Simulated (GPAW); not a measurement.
AgRh:

```
Ag Rh
1.0
     2.77759    0.00000    0.00000
    -1.38879    2.40546    0.00000
     0.00000    0.00000    4.80860
Ag Rh
1 1
Direct
  0.00000 0.00000 0.50000
  0.66667 0.33333 0.00000
```

The cell comes from a database or a generator and needn't be the stable form of this composition.

* Program: GPAW 26.7.0
* Task: relaxation of cell and atoms
* Functional: PBEsol
* Dispersion: D3(BJ)+ATM
* Potentials or basis: PAW data sets generated in the run's folder for this functional
* Cutoff: 600 eV
* Basis: pw
* k mesh: 8 × 8 × 4
* Occupations: fermi-dirac, width 0.05 eV
* Spin: no spin polarisation

At the start: pressure -13.9 GPa; volume 16.06 Å³/atom.

Question: How do energy, volume and symmetry change on relaxing?

Answer: Over 6 steps the energy falls by 64.8 meV/atom and the volume is 14.73 Å³/atom (-8.3 %); space group P-6m2 (No. 187, to 0.05 Å).

The path:
| step | energy change (eV) | largest force (eV/Å) | pressure (GPa) | volume (Å³) |
| --- | --- | --- | --- | --- |
| 1 | 0.0000 | 0.0000 | -13.89 | 32.13 |
| 2 | -0.0708 | 0.0000 | -9.80 | 31.18 |
| 3 | -0.1260 | 0.0000 | 2.01 | 29.21 |
| 4 | -0.1280 | 0.0000 | -0.09 | 29.50 |
| 5 | -0.1285 | 0.0000 | -0.15 | 29.50 |
| 6 | -0.1295 | 0.0000 | 0.00 | 29.46 |

Final structure:
```xyz
2
Lattice="2.7134 0.0000 0.0000 -1.3567 2.3498 0.0000 0.0000 0.0000 4.6206" Properties=species:S:1:pos:R:3 pbc="T T T"
Ag    0.0000    0.0000    2.3103
Rh    1.3567    0.7833    0.0000
```

Caveat: later steps reuse the first step's grids; pairwise dispersion overbinds metals, which lowers pressure and volume.
